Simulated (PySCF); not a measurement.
**Fe³⁺: ionisation energy in dyall-av2z**

Each state of iron is computed at each level; their differences give the ionisation energy. How far do the methods differ?

The numbers are computed with PySCF 2.14.0 (unrestricted determinants in a Gaussian basis, no spin-orbit coupling in the energies), except any that are marked as measured or tabulated.

**1. The system**

| Quantity | Value |
| --- | --- |
| Element | iron (Z = 26) |
| Basis | dyall-av2z |
| Hamiltonian | no relativity, point nucleus |
| State 1 | Fe³⁺: [Ar] 3d5, high-spin 6S determinant |
| Needed too, but not shown | Fe²⁺ [Ar] 3d6 (5D) |
| Methods | UHF, LDA, PBE, PBE0, r2SCAN, r2SCAN0, revPBE, PBEsol, M06, MP2 |
| Core shells frozen in the correlated runs | valence: [Ar] (for Fe³⁺) |

The outer shells:

Fe3+ [Ar] 3d5
```
[Ar] core
3d [↑ ][↑ ][↑ ][↑ ][↑ ]
```

One driver process ran all states and methods and kept the integrals in memory. Each run is shown as a PySCF script that sums up its settings (the driver passes frozen orbitals as a list and adds second-order terms of double hybrids); the logs are those of the runs themselves. The driver starts from symmetry-adapted Hartree-Fock orbitals, holds the occupation by maximum overlap and uses a logarithmic radial grid for functionals, so a plain start would take other cycles.

The integrals over 101 functions and the set-up took 0.23 s of CPU time.

**2. Fe³⁺, method by method**

Level: UHF.

The input, input.py:

```python
from pyscf import gto, scf, dft, mp, cc
import basis_set_exchange as bse
mol = gto.M(atom="Fe 0 0 0", charge=3, spin=5, symmetry="D2h",
            basis=gto.basis.parse(bse.get_basis("dyall-av2z", elements=["Fe"], fmt="nwchem")))
mf = scf.UHF(mol)
mf.irrep_nelec = {'Ag': (5, 3), 'B1g': (1, 0), 'B2g': (1, 0), 'B3g': (1, 0), 'B1u': (2, 2), 'B2u': (2, 2), 'B3u': (2, 2)}
mf.kernel()
```

Level: LDA.

input.py differs from the last one in:

```diff
@@ -4,3 +4,3 @@
             basis=gto.basis.parse(bse.get_basis("dyall-av2z", elements=["Fe"], fmt="nwchem")))
-mf = scf.UHF(mol)
+mf = dft.UKS(mol, xc="LDA,VWN")
 mf.irrep_nelec = {'Ag': (5, 3), 'B1g': (1, 0), 'B2g': (1, 0), 'B3g': (1, 0), 'B1u': (2, 2), 'B2u': (2, 2), 'B3u': (2, 2)}
```

Level: PBE.

input.py differs from the last one in:

```diff
@@ -4,3 +4,3 @@
             basis=gto.basis.parse(bse.get_basis("dyall-av2z", elements=["Fe"], fmt="nwchem")))
-mf = dft.UKS(mol, xc="LDA,VWN")
+mf = dft.UKS(mol, xc="PBE")
 mf.irrep_nelec = {'Ag': (5, 3), 'B1g': (1, 0), 'B2g': (1, 0), 'B3g': (1, 0), 'B1u': (2, 2), 'B2u': (2, 2), 'B3u': (2, 2)}
```

Level: PBE0.

input.py differs from the last one in:

```diff
@@ -4,3 +4,3 @@
             basis=gto.basis.parse(bse.get_basis("dyall-av2z", elements=["Fe"], fmt="nwchem")))
-mf = dft.UKS(mol, xc="PBE")
+mf = dft.UKS(mol, xc="PBE0")
 mf.irrep_nelec = {'Ag': (5, 3), 'B1g': (1, 0), 'B2g': (1, 0), 'B3g': (1, 0), 'B1u': (2, 2), 'B2u': (2, 2), 'B3u': (2, 2)}
```

Level: r2SCAN.

input.py differs from the last one in:

```diff
@@ -4,3 +4,3 @@
             basis=gto.basis.parse(bse.get_basis("dyall-av2z", elements=["Fe"], fmt="nwchem")))
-mf = dft.UKS(mol, xc="PBE0")
+mf = dft.UKS(mol, xc="R2SCAN")
 mf.irrep_nelec = {'Ag': (5, 3), 'B1g': (1, 0), 'B2g': (1, 0), 'B3g': (1, 0), 'B1u': (2, 2), 'B2u': (2, 2), 'B3u': (2, 2)}
```

Level: r2SCAN0.

input.py differs from the last one in:

```diff
@@ -4,3 +4,3 @@
             basis=gto.basis.parse(bse.get_basis("dyall-av2z", elements=["Fe"], fmt="nwchem")))
-mf = dft.UKS(mol, xc="R2SCAN")
+mf = dft.UKS(mol, xc="HYB_MGGA_XC_R2SCAN0")
 mf.irrep_nelec = {'Ag': (5, 3), 'B1g': (1, 0), 'B2g': (1, 0), 'B3g': (1, 0), 'B1u': (2, 2), 'B2u': (2, 2), 'B3u': (2, 2)}
```

Level: revPBE.

input.py differs from the last one in:

```diff
@@ -4,3 +4,3 @@
             basis=gto.basis.parse(bse.get_basis("dyall-av2z", elements=["Fe"], fmt="nwchem")))
-mf = dft.UKS(mol, xc="HYB_MGGA_XC_R2SCAN0")
+mf = dft.UKS(mol, xc="PBE_R,PBE")
 mf.irrep_nelec = {'Ag': (5, 3), 'B1g': (1, 0), 'B2g': (1, 0), 'B3g': (1, 0), 'B1u': (2, 2), 'B2u': (2, 2), 'B3u': (2, 2)}
```

Level: PBEsol.

input.py differs from the last one in:

```diff
@@ -4,3 +4,3 @@
             basis=gto.basis.parse(bse.get_basis("dyall-av2z", elements=["Fe"], fmt="nwchem")))
-mf = dft.UKS(mol, xc="PBE_R,PBE")
+mf = dft.UKS(mol, xc="PBEsol")
 mf.irrep_nelec = {'Ag': (5, 3), 'B1g': (1, 0), 'B2g': (1, 0), 'B3g': (1, 0), 'B1u': (2, 2), 'B2u': (2, 2), 'B3u': (2, 2)}
```

Level: M06.

input.py differs from the last one in:

```diff
@@ -4,3 +4,3 @@
             basis=gto.basis.parse(bse.get_basis("dyall-av2z", elements=["Fe"], fmt="nwchem")))
-mf = dft.UKS(mol, xc="PBEsol")
+mf = dft.UKS(mol, xc="M06")
 mf.irrep_nelec = {'Ag': (5, 3), 'B1g': (1, 0), 'B2g': (1, 0), 'B3g': (1, 0), 'B1u': (2, 2), 'B2u': (2, 2), 'B3u': (2, 2)}
```

**3. Fe³⁺, continued**

Level: MP2 (valence).

Edit input.py of step 2 so:

```diff
@@ -4,4 +4,5 @@
             basis=gto.basis.parse(bse.get_basis("dyall-av2z", elements=["Fe"], fmt="nwchem")))
-mf = dft.UKS(mol, xc="M06")
+mf = scf.UHF(mol)
 mf.irrep_nelec = {'Ag': (5, 3), 'B1g': (1, 0), 'B2g': (1, 0), 'B3g': (1, 0), 'B1u': (2, 2), 'B2u': (2, 2), 'B3u': (2, 2)}
 mf.kernel()
+mp.UMP2(mf, frozen=9).kernel()
```

What does the calculation give?

As calculated:

| quantity | value |
| --- | --- |
| ionisation energy, Fe²⁺ | UHF 28.483, MP2 (valence) 29.878 eV; reference 30.651 ± 0.012 |

What this shows: The methods span 3.352 eV, from UHF (28.483) to LDA (31.835). The reference is uncertain or not like for like (spin-orbit coupling or other relativistic terms), so no ranking of close methods is drawn. The basis is finite, and no extrapolation was made.
